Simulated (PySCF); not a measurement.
# O4Os (OsO4): the cost of one run

Programs: PySCF 2.14.0, with routines of our own; each step states its level. All values are computed. Atoms count from 0.

3 further runs of the same task are left out: 3 for a basis unfit for spin-orbit shieldings.

## 1. The starting structure

5 atoms, charge 0, multiplicity 1; geometry from: GFN2-xTB.

## 2. NMR shieldings: PBE0/x2c-SVPall-2c Os:us-x2c-SVPall-2c, spin-free

The job: settings as JSON, then the geometry in Å.

```
{"job": {"xc": "PBE0", "basis": {"default": "x2c-SVPall-2c", "Os": "us-x2c-SVPall-2c"}, "rel": "sf", "kind": "hnmr"}, "charge": 0, "multiplicity": 1}
Os    -0.000110    -0.000030    -0.000090
O      0.010210    -0.017390     1.619170
O      1.523030     0.010080    -0.549290
O     -0.770270     1.325870    -0.520710
O     -0.762860    -1.318520    -0.549070
```

Method: PBE0/x2c-SVPall-2c Os:us-x2c-SVPall-2c GIAO NMR shielding, spin-free X2C, Gaussian nuclei, gas phase.

Run with:

```console
$ OMP_NUM_THREADS=1 python heavy_run.py task.json out
```

The driver reads the jobs from task.json and runs them one after another.

**Question.** How long does this first job take on 1 thread of Arm Neoverse V2, shared host, and how much memory does it need?

About 46 s, with a peak of 0.87 GiB.
